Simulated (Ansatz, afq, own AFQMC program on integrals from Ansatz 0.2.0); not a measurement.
# CHGe (quartet): AFQMC on the coupled-cluster ladder at distance Ge1–C2 = 1.623 Å, cc-pVDZ

How near does AFQMC come to the top of the ladder for CHGe (quartet)?

Method: cc-pVDZ, frozen cores; program: Ansatz 0.2.0, Gaussian basis, and an in-house AFQMC program (afq) on its integrals; all values are calculated.

To be run: PBE (unrestricted); r2SCAN (unrestricted); PBE0 (unrestricted); B3LYP (unrestricted); wB97M-V (unrestricted); B2PLYP (unrestricted); CCSD(T) on UHF; CCSDT(Q) on UHF; Phaseless AFQMC, CISD trial on UHF.

4 further runs of the same task are left out: 4 that didn't finish.

## (1) What is computed

The geometry derives from a PBE0/def2-TZVP stationary point (not a proven minimum). One bond is set to the value named and the two fragments are kept rigid. No spin-orbit coupling is included. The filled d shell of Ge may be among the frozen orbitals whatever the setting's name suggests; the logs give the count.

3 atoms, charge 0, spin multiplicity 4.

Atoms are counted from 1 here; the program's logs count them from 0.

Bond lengths: Ge1–C2 1.623 Å, C2–H3 1.097 Å. Angles: Ge1–C2–H3 132.1°.

## (2) PBE (unrestricted)

The input, in.yaml:

```yaml
crystal:
  periodic: [false, false, false]
  atoms:
    - {symbol: Ge, position_ang: [0.000000, 0.009831, 0.255308]}
    - {symbol: C, position_ang: [0.000000, -0.113439, -1.363004]}
    - {symbol: H, position_ang: [0.000000, 0.643233, -2.157826]}
basis:
  gaussian: {orbitals: cc-pVDZ}
magnetization: {spin_polarized: true, initial_magnetization: 3}
hamiltonian: {xc: {name: PBE}}
output: {orbitals: {seedname: orbitals}}
```

Started as:

```
ansatz run in.yaml --threads 1 --pin off --events-out ev --progress --plain --max-ram 1382MiB
```

The log of the run:

```text
Functional definition: PBE
  name "PBE"
  cite "Perdew, Burke & Ernzerhof, Phys. Rev. Lett. 77, 3865 (1996) doi:10.1103/PhysRevLett.77.3865"
  parent pbe
  parameter kappa = 0.804
  parameter beta = 0.06672455060314922
  exchange = pbe_x(kappa = kappa, mu = beta*pi^2/3)
  correlation = pbe_c(beta = beta)
506 factors; integrals over basis functions are off by at most 7.5e-4 eV
mean field evaluation 1: about -57546.5055 eV, gradient 3.3e1 eV
mean field evaluation 2: about -57524.6718 eV, gradient 5.8e1 eV
mean field evaluation 4: about -57552.9345 eV, gradient 7.3e0 eV
mean field evaluation 8: about -57553.3958 eV, gradient 1.5e-1 eV
mean field evaluation 16: about -57553.3960 eV, gradient 1.9e-5 eV
mean field evaluation 32: about -57550.6115 eV, gradient 9.3e0 eV
mean field evaluation 64: about -57552.2620 eV, gradient 2.1e0 eV
mean field -57553.39596589 eV, -2115.0482906536 hartree, gradient 9.5e-7 eV, S^2 3.754058; 12 other end points of the search recorded, 0 dependent functions left out
reference -57553.39599069 eV, -2115.0482915650 hartree; 21, 18 occupied and 25, 28 virtual orbitals, 506 factors
Total energy: -57553.39599069 eV, -2115.0482915650 hartree
```

Wall time 6 s (1 thread of Arm Neoverse V1, shared host).

From the report: ⟨S²⟩ of the determinant 3.754 (pure quartet: 3.75).

## (3) r2SCAN (unrestricted)

Edit in.yaml of step 2 so:

```diff
@@ -9,3 +9,2 @@
 magnetization: {spin_polarized: true, initial_magnetization: 3}
-hamiltonian: {xc: {name: PBE}}
-output: {orbitals: {seedname: orbitals}}
+hamiltonian: {xc: {name: r2SCAN}}
```

Same command.

The log of the run, shortened:

```text
Functional definition: r2SCAN
  name "r2SCAN"
  cite "Furness, Kaplan, Ning, Perdew & Sun, J. Phys. Chem. Lett. 11, 8208 (2020) doi:10.1021/acs.jpclett.0c02405"
  cite "Furness, Kaplan, Ning, Perdew & Sun, J. Phys. Chem. Lett. 11, 9248 (2020) doi:10.1021/acs.jpclett.0c03077"
  parent r2scan
[...]
506 factors; integrals over basis functions are off by at most 7.5e-4 eV
[...]
mean field -57562.55324602 eV, -2115.3848144914 hartree, gradient 7.9e-6 eV, S^2 3.759244; 12 other end points of the search recorded, 0 dependent functions left out
reference -57562.55325465 eV, -2115.3848148084 hartree; 21, 18 occupied and 25, 28 virtual orbitals, 506 factors
Total energy: -57562.55325465 eV, -2115.3848148084 hartree
```

Run time: 15 s. Hardware: 1 thread of Arm Neoverse V1, shared host.

From the report: ⟨S²⟩ of the determinant 3.759 (pure quartet: 3.75).

## (4) PBE0 (unrestricted)

Edit in.yaml of step 3 so:

```diff
@@ -9,2 +9,3 @@
 magnetization: {spin_polarized: true, initial_magnetization: 3}
-hamiltonian: {xc: {name: r2SCAN}}
+hamiltonian: {xc: {name: PBE0}}
+output: {orbitals: {seedname: orbitals}}
```

Same command.

The log of the run, shortened:

```text
Functional definition: PBE0
  name "PBE0"
  cite "Adamo & Barone, J. Chem. Phys. 110, 6158 (1999) doi:10.1063/1.478522"
  cite "Perdew, Burke & Ernzerhof, Phys. Rev. Lett. 77, 3865 (1996) doi:10.1103/PhysRevLett.77.3865"
  parent pbe
[...]
506 factors; integrals over basis functions are off by at most 7.5e-4 eV
[...]
mean field -57555.05879910 eV, -2115.1093986469 hartree, gradient 6.9e-6 eV, S^2 3.756022; 2 other end points of the search recorded, 0 dependent functions left out
reference -57555.05881793 eV, -2115.1093993389 hartree; 21, 18 occupied and 25, 28 virtual orbitals, 506 factors
Total energy: -57555.05881793 eV, -2115.1093993389 hartree
```

Run time: 2.8 s. Hardware: 1 thread of Arm Neoverse V1, shared host.

From the report: ⟨S²⟩ of the determinant 3.756 (pure quartet: 3.75).

## (5) B3LYP (unrestricted)

Edit in.yaml of step 4 so:

```diff
@@ -9,3 +9,2 @@
 magnetization: {spin_polarized: true, initial_magnetization: 3}
-hamiltonian: {xc: {name: PBE0}}
-output: {orbitals: {seedname: orbitals}}
+hamiltonian: {xc: {name: B3LYP}}
```

Same command.

The log of the run, shortened:

```text
Functional definition: B3LYP
  name "B3LYP"
  cite "Stephens, Devlin, Chabalowski & Frisch, J. Phys. Chem. 98, 11623 (1994) doi:10.1021/j100096a001"
  cite "Becke, Phys. Rev. A 38, 3098 (1988) doi:10.1103/PhysRevA.38.3098"
  cite "Lee, Yang & Parr, Phys. Rev. B 37, 785 (1988) doi:10.1103/PhysRevB.37.785"
  cite "Vosko, Wilk & Nusair, Can. J. Phys. 58, 1200 (1980) doi:10.1139/p80-159"
[...]
506 factors; integrals over basis functions are off by at most 7.5e-4 eV
[...]
mean field -57564.72166032 eV, -2115.4645022469 hartree, gradient 1.1e-5 eV, S^2 3.754610; 2 other end points of the search recorded, 0 dependent functions left out
reference -57564.72182219 eV, -2115.4645081957 hartree; 21, 18 occupied and 25, 28 virtual orbitals, 506 factors
Total energy: -57564.72182219 eV, -2115.4645081957 hartree
```

Run time: 2.3 s. Hardware: 1 thread of Arm Neoverse V1, shared host.

From the report: ⟨S²⟩ of the determinant 3.755 (pure quartet: 3.75).

## (6) wB97M-V (unrestricted)

Edit in.yaml of step 5 so:

```diff
@@ -9,2 +9,3 @@
 magnetization: {spin_polarized: true, initial_magnetization: 3}
-hamiltonian: {xc: {name: B3LYP}}
+hamiltonian: {xc: {name: wB97M-V}}
+output: {orbitals: {seedname: orbitals}}
```

The command is unchanged.

The log of the run, shortened:

```text
Functional definition: wB97M-V
  name "wB97M-V"
  cite "Mardirossian & Head-Gordon, J. Chem. Phys. 144, 214110 (2016) doi:10.1063/1.4952647"
  cite "Becke, J. Chem. Phys. 107, 8554 (1997) doi:10.1063/1.475007"
  cite "Vydrov & Van Voorhis, J. Chem. Phys. 133, 244103 (2010) doi:10.1063/1.3521275"
  # Of w^i u^j: cxij and so on, Table III.
[...]
  gx(w, u) = 1 - cx + cx01*u + cx10*w
  gss(w, u) = css00 + css04*u^4 + css10*w + css20*w^2 + css43*w^4*u^3
  gos(w, u) = cos00 + cos10*w + (cos20 + cos21*u)*w^2 + (cos60 + cos61*u)*w^6
[...]
      + integral(e_c_pw_mod_opposite_spin*gos(b97_w_opposite, b97_u_opposite)) + vv10(b, c)
506 factors; integrals over basis functions are off by at most 7.5e-4 eV
141 factors; integrals over basis functions are off by at most 5.0e-6 eV
[...]
mean field -57559.85635411 eV, -2115.2857055414 hartree, gradient 6.9e-6 eV, S^2 3.754187; 2 other end points of the search recorded, 0 dependent functions left out
reference -57559.85638124 eV, -2115.2857065386 hartree; 21, 18 occupied and 25, 28 virtual orbitals, 506 factors
Total energy: -57559.85638124 eV, -2115.2857065386 hartree
```

Wall time 12 s (1 thread of Arm Neoverse V1, shared host).

From the report: ⟨S²⟩ of the determinant 3.754 (pure quartet: 3.75).

## (7) B2PLYP (unrestricted)

Edit in.yaml of step 6 so:

```diff
@@ -9,3 +9,3 @@
 magnetization: {spin_polarized: true, initial_magnetization: 3}
-hamiltonian: {xc: {name: wB97M-V}}
-output: {orbitals: {seedname: orbitals}}
+hamiltonian: {xc: {name: B2PLYP}}
+correlation: {electrons: outside_noble_gas}
```

Same command.

The log of the run, shortened:

```text
Functional definition: B2PLYP
  name "B2PLYP"
  cite "Grimme, J. Chem. Phys. 124, 034108 (2006) doi:10.1063/1.2148954"
  cite "Becke, Phys. Rev. A 38, 3098 (1988) doi:10.1103/PhysRevA.38.3098"
  cite "Lee, Yang & Parr, Phys. Rev. B 37, 785 (1988) doi:10.1103/PhysRevB.37.785"
[...]
506 factors; integrals over basis functions are off by at most 7.5e-4 eV
[...]
mean field -57549.58175370 eV, -2114.9081209409 hartree, gradient 2.6e-6 eV, S^2 3.758833; 4 other end points of the search recorded, 0 dependent functions left out
15 core orbitals not correlated: weight in the atoms' cores, before any rotation towards them, 0.993 or more for the frozen orbitals, at most 0.006 for the correlated occupied ones
reference -57549.58185737 eV, -2114.9081247508 hartree; 6, 3 occupied and 25, 28 virtual orbitals, 506 factors
second order -4.78088069 eV of doubles, -0.00000000 eV of singles
Total energy: -57550.87269516 eV, -2114.9555621645 hartree
```

Wall time 2.6 s (1 thread of Arm Neoverse V1, shared host).

From the report: ⟨S²⟩ of the determinant 3.759 (pure quartet: 3.75).

## (8) CCSD(T) on UHF

Edit in.yaml of step 7 so:

```diff
@@ -9,3 +9,2 @@
 magnetization: {spin_polarized: true, initial_magnetization: 3}
-hamiltonian: {xc: {name: B2PLYP}}
-correlation: {electrons: outside_noble_gas}
+correlation: {method: ccsd_t, electrons: outside_noble_gas, hamiltonian_folder: ham}
```

The command is unchanged.

The log of the run, shortened:

```text
Functional definition: HF
  name "HF"
  cite "Fock, Z. Phys. 61, 126 (1930) doi:10.1007/BF01340294"
  parent pbe
[...]
506 factors; integrals over basis functions are off by at most 7.5e-4 eV
[...]
mean field -57513.44598178 eV, -2113.5801558167 hartree, gradient 2.9e-6 eV, S^2 3.773113; 13 other end points of the search recorded, 0 dependent functions left out
determinant -57513.44598178 eV, -2113.5801558167 hartree, with singles and doubles -57518.04026945 eV, -2113.7489927743 hartree
determinant -57513.10052294 eV, -2113.5674604385 hartree, with singles and doubles -57517.64397072 eV, -2113.7344290647 hartree
determinant -57512.27402102 eV, -2113.5370870529 hartree, with singles and doubles -57517.24104907 eV, -2113.7196219671 hartree
determinant -57511.36573636 eV, -2113.5037082075 hartree, with singles and doubles -57516.04990441 eV, -2113.6758482082 hartree
determinant -57511.26892946 eV, -2113.5001506195 hartree, with singles and doubles -57516.27408556 eV, -2113.6840867137 hartree
determinant -57510.96059628 eV, -2113.4888195840 hartree, with singles and doubles -57515.83341522 eV, -2113.6678923773 hartree
determinant -57513.44598178 eV, -2113.5801558167 hartree, with singles and doubles -57518.04628405 eV, -2113.7492138069 hartree
determinant -57513.10052294 eV, -2113.5674604385 hartree, with singles and doubles -57517.66214635 eV, -2113.7350970067 hartree
15 core orbitals not correlated: weight in the atoms' cores, before any rotation towards them, 0.995 or more for the frozen orbitals, at most 0.004 for the correlated occupied ones
reference -57513.44598178 eV, -2113.5801558167 hartree; 6, 3 occupied and 25, 28 virtual orbitals, 506 factors
second order -3.70088021 eV of doubles, -0.00000000 eV of singles
cycle   1  -4.60030587 eV  change   -3.6e-6 eV  update   3.7e-6
perturbative correction -0.12287860 eV, -0.0045157054 hartree
Total energy: -57518.16916626 eV, -2113.7537296447 hartree
```

Wall time 8.5 s (1 thread of Arm Neoverse V1, shared host).

From the report: ⟨S²⟩ of the determinant 3.773 (pure quartet: 3.75); correlation -4.7232 eV; T1 0.040; largest double amplitude 0.06.

This run also writes the integrals to the folder ham.

## (9) CCSDT(Q) on UHF

Edit in.yaml of step 8 so:

```diff
@@ -9,2 +9,2 @@
 magnetization: {spin_polarized: true, initial_magnetization: 3}
-correlation: {method: ccsd_t, electrons: outside_noble_gas, hamiltonian_folder: ham}
+correlation: {method: ccsdt_q, electrons: outside_noble_gas}
```

Launched as before.

The log of the run, shortened:

```text
Functional definition: HF
  name "HF"
  cite "Fock, Z. Phys. 61, 126 (1930) doi:10.1007/BF01340294"
  parent pbe
[...]
877 factors; integrals over basis functions are off by at most 1.3e-7 eV
[...]
mean field -57513.44616572 eV, -2113.5801625761 hartree, gradient 2.6e-6 eV, S^2 3.773113; 15 other end points of the search recorded, 0 dependent functions left out
determinant -57513.44616572 eV, -2113.5801625761 hartree, with singles and doubles -57518.04046166 eV, -2113.7489998380 hartree
determinant -57513.10071081 eV, -2113.5674673424 hartree, with singles and doubles -57517.64416402 eV, -2113.7344361681 hartree
determinant -57512.27419399 eV, -2113.5370934096 hartree, with singles and doubles -57517.24123362 eV, -2113.7196287490 hartree
determinant -57511.36592703 eV, -2113.5037152146 hartree, with singles and doubles -57516.05009831 eV, -2113.6758553341 hartree
determinant -57511.26911657 eV, -2113.5001574954 hartree, with singles and doubles -57516.27428739 eV, -2113.6840941308 hartree
determinant -57510.96078778 eV, -2113.4888266215 hartree, with singles and doubles -57515.83361595 eV, -2113.6678997538 hartree
determinant -57513.44616572 eV, -2113.5801625761 hartree, with singles and doubles -57518.04647591 eV, -2113.7492208574 hartree
determinant -57513.10071081 eV, -2113.5674673424 hartree, with singles and doubles -57517.66233939 eV, -2113.7351041007 hartree
15 core orbitals not correlated: weight in the atoms' cores, before any rotation towards them, 0.995 or more for the frozen orbitals, at most 0.004 for the correlated occupied ones
reference -57513.44616572 eV, -2113.5801625761 hartree; 6, 3 occupied and 25, 28 virtual orbitals, 877 factors
second order -3.70089228 eV of doubles, -0.00000000 eV of singles
cycle   1  -4.29736469 eV  change   -6.0e-1 eV  update   7.3e-2
[...]
cycle  21  -4.75684548 eV  change    5.4e-7 eV  update   7.5e-7
perturbative correction -0.00757266 eV, -0.0002782900 hartree
Total energy: -57518.21058386 eV, -2113.7552517134 hartree
```

It took 23 s on 1 thread of Arm Neoverse V1, shared host.

From the report: ⟨S²⟩ of the determinant 3.773 (pure quartet: 3.75); correlation -4.7644 eV; T1 0.047; largest double amplitude 0.07.

## (10) Phaseless AFQMC, CISD trial on UHF

It reads the integrals that the CCSD(T) run on this determinant wrote.

Started as:

```
afq ham --method phaseless --trial cisd --walkers 60 --populations 1 --least-time 40 --time-step 0.005 --steps-per-block 50 --equilibration-blocks 28 --max-blocks 300 --target-error 0.00036 --factor-cut 1e-05 --start spin_pure --seed 7080 --release-times 0.24,0.51,0.99,1.62,2.4 --release-step 0.03 --release-every 4 --taylor-order 6
```

The log of the run:

```text
orbitals 31  electrons 6 3  factors 246 of 506
reference energy -2113.58015582 Eh
CCSD correlation -0.16905801 Eh in 13 cycles, weight of the determinant in the CISD state 0.8760
energy of the start -2113.748697 Eh
 block  time / (1/Eh)  mean weight  energy / Eh
     1     0.250  0.9989  -2113.747510
     2     0.500  0.9979  -2113.748729
     3     0.750  0.9976  -2113.751708
     4     1.000  0.9998  -2113.750950
     5     1.250  1.0005  -2113.752782
     6     1.500  1.0014  -2113.751363
     7     1.750  1.0002  -2113.749976
     8     2.000  1.0013  -2113.750547
     9     2.250  0.9988  -2113.754335
    10     2.500  1.0003  -2113.754472
    13     3.250  1.0004  -2113.756494
    19     4.750  1.0012  -2113.753456
    25     6.250  0.9990  -2113.752739
    31     7.750  0.9997  -2113.751993
    37     9.250  0.9989  -2113.749001
    43    10.750  0.9976  -2113.751639
    49    12.250  1.0001  -2113.750872
    55    13.750  0.9993  -2113.754838
    61    15.250  0.9999  -2113.753765
    67    16.750  0.9993  -2113.754815
    73    18.250  1.0005  -2113.756750
    79    19.750  0.9996  -2113.759209
    85    21.250  1.0001  -2113.756069
    91    22.750  0.9993  -2113.752469
    97    24.250  0.9985  -2113.753965
   103    25.750  1.0002  -2113.754203
   109    27.250  0.9983  -2113.751557
   115    28.750  1.0011  -2113.752173
   121    30.250  0.9990  -2113.754933
   127    31.750  0.9983  -2113.753168
   133    33.250  0.9993  -2113.755919
   139    34.750  1.0014  -2113.752716
   145    36.250  0.9996  -2113.752577
   151    37.750  1.0008  -2113.753934
   157    39.250  0.9986  -2113.752238
   163    40.750  1.0002  -2113.750236
   169    42.250  0.9995  -2113.758338
   175    43.750  0.9992  -2113.757943
   181    45.250  1.0024  -2113.758609
   187    46.750  1.0012  -2113.754241
   193    48.250  0.9987  -2113.750856
   199    49.750  0.9995  -2113.755556
   205    51.250  1.0007  -2113.755380
   211    52.750  1.0005  -2113.753855
   217    54.250  1.0001  -2113.753287
   223    55.750  1.0001  -2113.751029
   229    57.250  1.0003  -2113.753188
   235    58.750  0.9994  -2113.757688
   241    60.250  1.0003  -2113.753167
   247    61.750  0.9969  -2113.751327
blocks merged  error / Eh  count
     1  0.000223  220
     2  0.000272  110
     4  0.000327  55
     8  0.000347  27
    16  0.000379  13
released: time / (1/Eh)  energy / Eh  error  mean overlap
  0.24  -2113.754679  0.000330  0.9984
  0.51  -2113.754759  0.000296  1.0085
  0.99  -2113.754842  0.000347  1.0145
  1.62  -2113.755154  0.000460  1.0107
  2.40  -2113.755345  0.000537  0.9852
energy -2113.754524 +/- 0.000347 Eh
```

It took 3.6 min on 1 thread of Arm Neoverse V1, shared host.

Energy -57518.1908 ± 0.0095 eV. Caveats: constraint bias not in the error.

## (11) All levels side by side

On the UHF determinant, counted from CCSDT(Q) (a yardstick, not exact):

```
                                              level  energy (eV)  from CCSDT(Q) (meV)  statistical error (meV)     time
                                                 HF  -57513.4460              +4764.6                                  
                                                MP2  -57517.1469              +1063.7                                  
                                               CCSD  -57518.0463               +164.3                                  
                                            CCSD(T)  -57518.1692                +41.4                                  
                                           CCSDT(Q)  -57518.2106                  0.0                                  
Phaseless AFQMC, CISD trial, step 0.005, 60 walkers  -57518.1908                +19.8                      9.5  3.6 min
```

The functionals' totals stand on their own zeros and serve differences with other points: PBE -57553.396 eV; r2SCAN -57562.553 eV; PBE0 -57555.059 eV; B3LYP -57564.722 eV; wB97M-V -57559.856 eV; B2PLYP -57550.873 eV.

## (12) Summary of results

```
                                        quantity            value
                    CCSD(T) on UHF from CCSDT(Q)        +41.4 meV
Phaseless AFQMC, CISD trial on UHF from CCSDT(Q)  +19.8 ± 9.5 meV
```

**Reading.** On UHF the phaseless walk with the CISD trial lies +19.8 meV from CCSDT(Q), within three error bars. Error bars are statistical and leave out the constraint, the time step and what remains of the start.
